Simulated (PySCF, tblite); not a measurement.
**C5H11NSi: geometry, infrared bands and NMR shifts**

Aim: predict the infrared bands and NMR shifts of C5H11NSi (`C=C[C@@H]1CCN[SiH2]1`).

Computed with tblite 0.8.0 and PySCF 2.14.0, with density-fitted response routines of our own, on a single molecule in the gas phase. Atoms count from 0, in the outputs and in this text.

## (1) The starting structure

18 atoms, charge 0, multiplicity 1; geometry from: force field or distance geometry start.

Bonds of the start (Å): C0–C1 1.34, C1–C2 1.46, C2–C3 1.52, C3–C4 1.50, C4–N5 1.44, N5–Si6 1.80, Si6–C2 1.89, C0–H7 1.08, C0–H8 1.09, C1–H9 1.09, C2–H10 1.09, C3–H11 1.13, C3–H12 1.09, C4–H13 1.10, C4–H14 1.12, N5–H15 1.06, Si6–H16 1.45, Si6–H17 1.44.

## (2) Geometry optimisation with GFN2-xTB

Job settings and geometry (Å):

```
{"job": {"kind": "relax", "xc": "GFN2-xTB", "basis": "xTB"}, "charge": 0, "multiplicity": 1}
C      2.705100    -0.017000    -0.018900
C      1.647600    -0.786800    -0.322800
C      0.339600    -0.372700     0.167400
C     -0.834800    -1.111900    -0.457700
C     -2.035500    -0.217700    -0.365100
N     -1.746000     1.026800    -1.030600
Si    -0.036500     1.334700    -0.542300
H      3.690600    -0.300000    -0.355100
H      2.616500     0.901200     0.553000
H      1.749200    -1.713900    -0.883000
H      0.263400    -0.314600     1.257500
H     -1.042400    -2.024100     0.177500
H     -0.589000    -1.440900    -1.462800
H     -2.874900    -0.707800    -0.884700
H     -2.342900     0.010900     0.688400
H     -2.362900     1.748100    -0.552600
H      0.754200     1.639300    -1.712900
H      0.090200     2.352700     0.468200
```

Command:

```
> OMP_NUM_THREADS=1 python probes_run.py task.json out
```

This one command runs all jobs of the session in turn.

Log:

```text
step      E/eV     max force
  0    -569.42327    2.709
  1    -569.68719    1.424
  2    -569.77689    0.907
  3    -569.84902    0.905
  4    -569.91386    0.513
  5    -569.93962    0.509
  6    -569.97507    0.417
  7    -570.00286    0.390
  8    -570.02872    0.439
  9    -570.04775    0.400
 10    -570.06397    0.258
 11    -570.07607    0.232
 12    -570.08425    0.208
 13    -570.08951    0.156
 14    -570.09379    0.152
 15    -570.09794    0.165
 16    -570.10172    0.196
 17    -570.10397    0.339
 18    -570.10569    0.181
 19    -570.10762    0.121
 20    -570.11026    0.083
 21    -570.11235    0.104
 22    -570.11475    0.108
 23    -570.11691    0.103
 24    -570.11881    0.089
 25    -570.12045    0.099
 26    -570.12217    0.099
 27    -570.12375    0.084
 28    -570.12485    0.074
 29    -570.12562    0.068
 30    -570.12632    0.064
 31    -570.12715    0.064
 32    -570.12809    0.069
 33    -570.12898    0.064
 34    -570.12967    0.053
 35    -570.13013    0.042
 36    -570.13044    0.038
 37    -570.13065    0.032
 38    -570.13084    0.033
 39    -570.13104    0.035
 40    -570.13124    0.035
 41    -570.13143    0.025
 42    -570.13158    0.027
 43    -570.13171    0.026
 44    -570.13183    0.026
 45    -570.13193    0.025
 46    -570.13203    0.024
 47    -570.13214    0.030
 48    -570.13228    0.030
 49    -570.13243    0.029
 50    -570.13254    0.028
 51    -570.13265    0.029
 52    -570.13279    0.037
 53    -570.13303    0.040
 54    -570.13338    0.041
 55    -570.13382    0.043
 56    -570.13435    0.066
 57    -570.13513    0.100
 58    -570.13638    0.119
 59    -570.13830    0.117
 60    -570.14105    0.137
 61    -570.14388    0.216
 62    -570.13649    0.475
 63    -570.14881    0.194
 64    -570.15116    0.137
 65    -570.15582    0.146
 66    -570.16090    0.263
 67    -570.16440    0.268
 68    -570.16800    0.176
 69    -570.17105    0.171
 70    -570.17269    0.156
 71    -570.17452    0.148
 72    -570.17603    0.113
 73    -570.17739    0.076
 74    -570.17865    0.104
 75    -570.17997    0.084
 76    -570.18095    0.066
 77    -570.18180    0.058
 78    -570.18265    0.056
 79    -570.18340    0.079
 80    -570.18406    0.079
 81    -570.18470    0.051
 82    -570.18521    0.048
 83    -570.18557    0.054
 84    -570.18640    0.063
 85    -570.18713    0.058
 86    -570.18759    0.032
 87    -570.18778    0.028
 88    -570.18789    0.026
 89    -570.18801    0.055
 90    -570.18813    0.036
 91    -570.18823    0.028
 92    -570.18827    0.020
 93    -570.18833    0.015
 94    -570.18838    0.015
 95    -570.18842    0.019
 96    -570.18847    0.017
 97    -570.18853    0.017
 98    -570.18861    0.023
 99    -570.18872    0.030
100    -570.18885    0.034
101    -570.18901    0.038
102    -570.18916    0.029
103    -570.18929    0.024
104    -570.18940    0.027
105    -570.18952    0.029
106    -570.18963    0.027
107    -570.18972    0.025
108    -570.18979    0.023
109    -570.18986    0.021
110    -570.18993    0.016
111    -570.19002    0.019
112    -570.19010    0.023
113    -570.19017    0.022
114    -570.19022    0.016
115    -570.19027    0.015
116    -570.19032    0.017
117    -570.19038    0.020
118    -570.19047    0.020
119    -570.19054    0.018
120    -570.19059    0.017
121    -570.19063    0.017
122    -570.19069    0.017
123    -570.19074    0.015
124    -570.19078    0.009
```

It took 2.3 s on 1 thread of Intel Xeon at 2.50GHz, shared host; peak memory 0.18 GiB.

The steps of the relaxation: (not every step is listed)

| step | energy from step 0 (eV) | largest force (eV/Å) |
| --- | --- | --- |
| 0 | 0.0000 | 2.7094 |
| 1 | -0.2639 | 1.4241 |
| 2 | -0.3536 | 0.9068 |
| 3 | -0.4257 | 0.9049 |
| 4 | -0.4906 | 0.5127 |
| 5 | -0.5163 | 0.5089 |
| 6 | -0.5518 | 0.4171 |
| 7 | -0.5796 | 0.3900 |
| 8 | -0.6055 | 0.4389 |
| 19 | -0.6843 | 0.1210 |
| 30 | -0.7030 | 0.0643 |
| 41 | -0.7082 | 0.0252 |
| 52 | -0.7095 | 0.0375 |
| 63 | -0.7255 | 0.1944 |
| 74 | -0.7554 | 0.1041 |
| 85 | -0.7639 | 0.0581 |
| 96 | -0.7652 | 0.0175 |
| 107 | -0.7664 | 0.0246 |
| 118 | -0.7672 | 0.0196 |
| 119 | -0.7673 | 0.0181 |
| 120 | -0.7673 | 0.0167 |
| 121 | -0.7674 | 0.0169 |
| 122 | -0.7674 | 0.0168 |
| 123 | -0.7675 | 0.0146 |
| 124 | -0.7675 | 0.0092 |

Close pairs (by a distance rule), those that changed most:

| bond | before (Å) | after (Å) | change (Å) |
| --- | --- | --- | --- |
| N5–Si6 | 1.804 | 1.714 | -0.090 |
| N5–H15 | 1.063 | 1.006 | -0.057 |
| C3–H11 | 1.131 | 1.092 | -0.039 |
| C2–Si6 | 1.887 | 1.917 | +0.031 |
| Si6–H17 | 1.440 | 1.467 | +0.027 |
| C3–C4 | 1.500 | 1.525 | +0.025 |
| C1–C2 | 1.457 | 1.481 | +0.024 |
| C4–H14 | 1.121 | 1.100 | -0.021 |

The next job starts from the end point, and lists it.

## (3) Harmonic vibrations with GFN2-xTB

Job settings and geometry (Å):

```
{"job": {"kind": "ir", "xc": "GFN2-xTB", "basis": "xTB"}, "charge": 0, "multiplicity": 1}
C      2.837220    -0.487575     0.247065
C      1.715619    -0.523986    -0.451942
C      0.389059    -0.088136     0.042456
C     -0.736189    -1.059342    -0.326638
C     -2.061790    -0.311654    -0.228289
N     -1.834436     0.988350    -0.829263
Si    -0.223663     1.563472    -0.714880
H      3.783641    -0.787633    -0.170166
H      2.853977    -0.150150     1.270965
H      1.734502    -0.866891    -1.479503
H      0.430853     0.018395     1.130011
H     -0.735663    -1.942312     0.315459
H     -0.595481    -1.385105    -1.359258
H     -2.854770    -0.841058    -0.767310
H     -2.371077    -0.220454     0.823032
H     -2.656154     1.559002    -0.931700
H      0.303319     1.856751    -2.048399
H      0.012272     2.684644     0.201945
```

Log:

```text
mode    cm-1     km/mol
  1      75.1      0.18
  2      89.9      0.63
  3     188.5      7.40
  4     235.6      0.21
  5     289.5      2.02
  6     348.0     35.10
  7     407.5     66.76
  8     454.4      3.05
  9     508.1     14.09
 10     539.2     86.58
 11     566.0     28.35
 12     607.9      4.98
 13     681.2    182.42
 14     730.1     35.46
 15     808.2    207.67
 16     857.6    138.53
 17     874.8     17.09
 18     888.1     27.54
 19     954.5     10.34
 20     979.2      4.23
 21    1010.9      4.99
 22    1023.4     10.36
 23    1089.1      3.82
 24    1126.7     53.14
 25    1135.4     24.83
 26    1152.6     15.24
 27    1189.9     33.27
 28    1221.3      8.80
 29    1259.3     36.86
 30    1273.7     28.11
 31    1312.3      2.04
 32    1331.5      4.63
 33    1358.0     16.48
 34    1423.7     11.12
 35    1484.2      0.86
 36    1504.9      1.78
 37    1705.6     44.66
 38    2214.6    453.74
 39    2262.3    237.13
 40    2856.3     72.32
 41    2928.0     72.69
 42    2941.0     40.73
 43    2968.3     74.52
 44    2979.6     41.03
 45    3039.8     52.75
 46    3093.3     29.22
 47    3117.9     67.87
 48    3485.2      2.74
```

It took 1.4 s on 1 thread of Intel Xeon at 2.50GHz, shared host; peak memory 0.18 GiB.

Which atoms move in the most intense modes:

| cm⁻¹ | km/mol | atoms |
| --- | --- | --- |
| 539 | 86.6 | H17 40 %, H16 31 %, Si6 17 % |
| 681 | 182.4 | H16 42 %, H17 33 % |
| 808 | 207.7 | H17 45 %, H16 43 % |
| 858 | 138.5 | N5 30 %, Si6 28 % |
| 2215 | 453.7 | H17 85 %, H16 11 % |
| 2262 | 237.1 | H16 86 %, H17 12 % |
| 2928 | 72.7 | H13 87 % |
| 2968 | 74.5 | H11 59 %, H12 28 % |

## (4) Shielding tensors: PBE0/pcSseg-1

Settings changed since step 3:

```diff
@@ -1,2 +1,2 @@
-{"job": {"kind": "ir", "xc": "GFN2-xTB", "basis": "xTB"}, "charge": 0, "multiplicity": 1}
+{"job": {"kind": "nmr", "xc": "PBE0", "basis": "pcSseg-1"}, "charge": 0, "multiplicity": 1}
 C      2.837220    -0.487575     0.247065
```

With the program's defaults for keys left out, this is: GIAO PBE0/pcSseg-1 NMR shielding, non-relativistic, gas phase.

Log:

```text
coarse grid: 14936 points
cycle   1  E = -540.8186838042  dE =  8.322e-01  |g| = 4.890e-01  |ddm| = 3.803e+00
cycle   2  E = -540.7908743772  dE =  2.781e-02  |g| = 6.096e-01  |ddm| = 1.082e+00
cycle   3  E = -540.8780352155  dE = -8.716e-02  |g| = 6.919e-02  |ddm| = 6.676e-01
cycle   4  E = -540.8789036719  dE = -8.685e-04  |g| = 2.981e-02  |ddm| = 9.464e-02
cycle   5  E = -540.8791142683  dE = -2.106e-04  |g| = 6.371e-03  |ddm| = 3.029e-02
cycle   6  E = -540.8791216100  dE = -7.342e-06  |g| = 3.348e-03  |ddm| = 7.337e-03
cycle   7  E = -540.8791243916  dE = -2.782e-06  |g| = 4.603e-04  |ddm| = 3.051e-03
final grid: 138056 points
cycle   8  E = -540.9195052514  dE = -3.740e-05  |g| = 8.520e-03  |ddm| = 3.154e-02
cycle   9  E = -540.9194944957  dE =  1.076e-05  |g| = 1.082e-02  |ddm| = 1.866e-02
cycle  10  E = -540.9195238094  dE = -2.931e-05  |g| = 1.295e-03  |ddm| = 1.092e-02
cycle  11  E = -540.9195242010  dE = -3.916e-07  |g| = 3.135e-04  |ddm| = 1.326e-03
cycle  12  E = -540.9195242230  dE = -2.196e-08  |g| = 1.078e-04  |ddm| = 2.987e-04
cycle  13  E = -540.9195242255  dE = -2.538e-09  |g| = 3.115e-05  |ddm| = 1.122e-04
cycle  14  E = -540.9195242258  dE = -2.217e-10  |g| = 7.253e-06  |ddm| = 4.071e-05
converged SCF energy = -540.9195242258

GIAO shielding tensors (ppm)
atom      isotropic    diamagn.    paramagn.     s11        s22        s33       span
  0 C       70.466     253.005    -182.539    -39.978     93.921    157.454    197.432
  1 C       36.472     254.185    -217.713    -83.907     48.643    144.681    228.588
  2 C      148.861     251.883    -103.022    129.584    145.814    171.185     41.602
  3 C      149.325     247.351     -98.026    130.687    152.939    164.350     33.663
  4 C      135.866     245.112    -109.246    111.486    133.286    162.826     51.340
  5 N      242.147     323.097     -80.950    192.056    225.896    308.490    116.433
  6 Si     375.147     880.500    -505.353    344.455    350.410    430.577     86.122
  7 H       26.647      28.297      -1.650     23.449     25.415     31.077      7.628
  8 H       26.399      31.742      -5.343     23.043     25.424     30.730      7.687
  9 H       25.575      31.367      -5.792     23.150     24.301     29.273      6.123
 10 H       29.413      34.234      -4.821     26.361     27.875     34.003      7.643
 11 H       29.658      30.838      -1.180     25.507     27.630     35.838     10.331
 12 H       29.974      31.671      -1.697     25.488     28.598     35.835     10.348
 13 H       28.236      28.638      -0.401     23.250     26.518     34.940     11.690
 14 H       28.459      30.461      -2.002     23.493     26.505     35.379     11.885
 15 H       31.701      30.647       1.055     22.017     28.688     44.399     22.381
 16 H       27.051      29.692      -2.641     23.604     24.658     32.892      9.288
 17 H       26.876      29.787      -2.911     23.733     24.321     32.573      8.839
```

It took 88 s on 1 thread of Intel Xeon at 2.50GHz, shared host; peak memory 0.83 GiB.

The references, computed at this level on geometries of the same kind, shield at (ppm): ¹H TMS 31.72, ¹³C TMS 186.9, ²⁹Si TMS 349.2, ¹⁵N NH3 267.7. Their shielding less the atom's gives the shift. The references are single molecules in the gas phase, so shifts against H2O, NH3, PH3, H3PO4 or CFCl3 are not on the usual liquid scales and can be off by tens of ppm.

| atoms | environment | σ (ppm) | δ (ppm) | δ scaled to CDCl3 |
| --- | --- | --- | --- | --- |
| C1 | alkene CH | 36.5 | 150.5 | 144.9 |
| C0 | terminal =CH2 carbon | 70.5 | 116.5 | 111.7 |
| C4 | sp3 CH2 bonded to N | 135.9 | 51.1 | 47.9 |
| C2 | allylic sp3 CH bonded to Si | 148.9 | 38.1 | 35.2 |
| C3 | sp3 CH2 in a ring | 149.3 | 37.6 | 34.8 |
| H9 | hydrogen on an alkene CH | 25.57 | 6.14 | 5.90 |
| H8 | hydrogen on a terminal =CH2 carbon | 26.40 | 5.32 | 5.12 |
| H7 | hydrogen on a terminal =CH2 carbon | 26.65 | 5.07 | 4.89 |
| H17 | hydrogen on a silicon bonded to C, N, in a 5-membered ring | 26.88 | 4.84 | – |
| H16 | hydrogen on a silicon bonded to C, N, in a 5-membered ring | 27.05 | 4.67 | – |
| H13 | hydrogen on an sp3 CH2 bonded to N | 28.24 | 3.48 | 3.39 |
| H14 | hydrogen on an sp3 CH2 bonded to N | 28.46 | 3.26 | 3.18 |
| H10 | hydrogen on an allylic sp3 CH bonded to Si | 29.41 | 2.30 | 2.28 |
| H11 | hydrogen on an sp3 CH2 in a ring | 29.66 | 2.06 | 2.05 |
| H12 | hydrogen on an sp3 CH2 in a ring | 29.97 | 1.74 | 1.75 |
| H15 | hydrogen on a nitrogen bonded to C, Si, in a 5-membered ring | 31.70 | 0.02 | – |
| N5 | nitrogen bonded to C, Si, H, in a 5-membered ring | 242.1 | 25.6 | – |
| Si6 | silicon bonded to C, N, 2 H, in a 5-membered ring | 375.1 | -26.0 | – |

The scaled column applies a straight-line fit of computed shieldings to shifts measured in CDCl3 (root-mean-square error 0.16 ppm for H, 1.9 ppm for C).

Charges from the same density, by scheme (e):

| atoms | Mulliken | IAO | Hirshfeld | ESP fit |
| --- | --- | --- | --- | --- |
| C0 | -0.15 | -0.34 | -0.12 | -0.44 |
| C1 | -0.16 | -0.12 | -0.04 | -0.26 |
| C2 | -0.55 | -0.38 | -0.11 | 0.11 |
| C3 | -0.18 | -0.25 | -0.07 | -0.23 |
| C4 | 0.02 | -0.14 | -0.02 | -0.03 |
| N5 | -0.67 | -0.69 | -0.25 | -0.70 |
| Si6 | 0.83 | 0.89 | 0.37 | 0.56 |

Mayer bond orders: C0–C1 1.98, C1–C2 1.01, C2–C3 0.99, C3–C4 1.04, C4–N5 0.96, N5–Si6 1.02, Si6–C2 0.84.

Ring of atoms C2, C3, C4, N5, Si6: NICS(0) -6.6, NICS(1) -3.3, NICS(1)zz -3.2 ppm (means of both faces).

The fields below are evaluated on a grid from the run's orbitals.

Frontier orbitals at PBE0/pcSseg-1, with the share of their density that lies nearest to each atom:

| orbital | energy (eV) | lies on |
| --- | --- | --- |
| HOMO | -6.57 | N5 56 %; H14 9 %; H15, H16 about 6 % each |
| LUMO | 0.54 | C0, C1 about 28 % each; H7, H8, H9 about 8 % each |

ELF in a plane through or near 8 of the atoms.

Ten even steps from ' ' (0.00) to '@' (0.99):
```
                                                        
                                                        
                                                        
                            ....                        
                        ..::====::                      
                        ..--==--::..                    
              ::--      ..  --**..==::**%%%%            
            ::++**++..  ++::**##==%%**@@@@@@--          
        --++++**####==::##@@--..%%++==@@@@@@::          
      ++@@@@@@++**%%++%%**####::--****++::..            
      **@@@@@@--++**::%%====%%====++++==::              
      ::##%%##**%%%%**++==%%==..@@++::@@@@%%..          
        ..::--++####++....==::**##**%%@@@@@@..          
            ..==++==..  ..%%@@@@==..==@@@@%%            
                        --@@@@@@==    ::::              
                        ..##@@%%::                      
                            ....                        
                                                        
                                                        
                                                        
```
The map spans 12.9 Å across and 10.2 Å up, centred on the molecule. Atoms in the plane (x, y in Å): C1 (-1.7, -0.2), C3 (0.6, -1.1), C4 (2.0, -0.7), N5 (2.0, 0.7), Si6 (0.5, 1.5), H7 (-3.8, -0.1), H13 (2.7, -1.2), H15 (2.9, 1.2).

log10 of the density (e/Å³) in the same plane.

Values, 10 rows by 14 columns:
```
-4.0 -4.0 -4.0 -4.0 -4.0 -4.0 -4.0 -4.0 -4.0 -4.0 -4.0 -4.0 -4.0 -4.0
-4.0 -4.0 -4.0 -4.0 -4.0 -3.8 -2.9 -2.5 -2.7 -3.4 -4.0 -4.0 -4.0 -4.0
-4.0 -4.0 -4.0 -4.0 -3.7 -2.9 -1.6 -0.9 -1.3 -2.2 -3.0 -4.0 -4.0 -4.0
-4.0 -4.0 -3.1 -2.3 -2.0 -2.0 -1.0  0.5 -0.5 -0.8 -1.0 -2.5 -4.0 -4.0
-4.0 -3.1 -1.8 -0.8 -0.5 -0.7 -0.4 -0.1  0.0  1.7 -0.1 -2.1 -4.0 -4.0
-4.0 -2.6 -1.0  0.2  0.3  0.6  0.2  0.0 -0.2  0.2 -0.9 -2.5 -4.0 -4.0
-4.0 -3.3 -2.0 -1.2 -0.9 -0.9 -0.8  0.3  0.0  0.0 -0.4 -2.2 -3.8 -4.0
-4.0 -4.0 -3.8 -2.9 -2.5 -2.5 -1.5 -0.5 -1.2 -1.9 -2.0 -3.2 -4.0 -4.0
-4.0 -4.0 -4.0 -4.0 -4.0 -4.0 -2.9 -2.3 -2.6 -3.4 -3.9 -4.0 -4.0 -4.0
-4.0 -4.0 -4.0 -4.0 -4.0 -4.0 -4.0 -4.0 -4.0 -4.0 -4.0 -4.0 -4.0 -4.0
```
The map spans 12.9 Å across and 10.2 Å up, centred on the molecule. Atoms in the plane (x, y in Å): C1 (-1.7, -0.2), C3 (0.6, -1.1), C4 (2.0, -0.7), N5 (2.0, 0.7), Si6 (0.5, 1.5), H7 (-3.8, -0.1), H13 (2.7, -1.2), H15 (2.9, 1.2).

On the surface of density 0.002 e/bohr³ the electrostatic potential runs, from the 1st to the 99th percentile, from -0.92 V near N5 to 1.33 V near H15.

## (5) What came out

```
                                 quantity                                                                 value
strongest single infrared mode (GFN2-xTB)                                                 2215 cm⁻¹, 454 km/mol
             zero-point energy (GFN2-xTB)                                                         92.3 kcal/mol
   ¹³C shifts against TMS (PBE0/pcSseg-1)                                    150.5, 116.5, 51.1, 38.1, 37.6 ppm
    ¹H shifts against TMS (PBE0/pcSseg-1)  6.14, 5.32, 5.07, 4.84, 4.67, 3.48, 3.26, 2.30, 2.06, 1.74, 0.02 ppm
   ¹⁵N shifts against NH3 (PBE0/pcSseg-1)                                                              25.6 ppm
  ²⁹Si shifts against TMS (PBE0/pcSseg-1)                                                             -26.0 ppm
    surface potential, 1st and 99th percentile                                                    -0.92 V and 1.33 V
```

What this shows: Relaxing lowered the energy by 0.768 eV in 124 steps; the close pair that moved most is N5–Si6, from 1.804 to 1.714 Å. All 48 modes are real, so the xTB geometry is a minimum. The strongest single mode, at 2215 cm⁻¹, moves mainly H17. Unscaled tight-binding wavenumbers are off by several per cent, some by more. Its intensities can rank the bands wrongly. At PBE0/pcSseg-1: The widest tensor belongs to C1: span 229 ppm, with a paramagnetic part of -218 ppm.
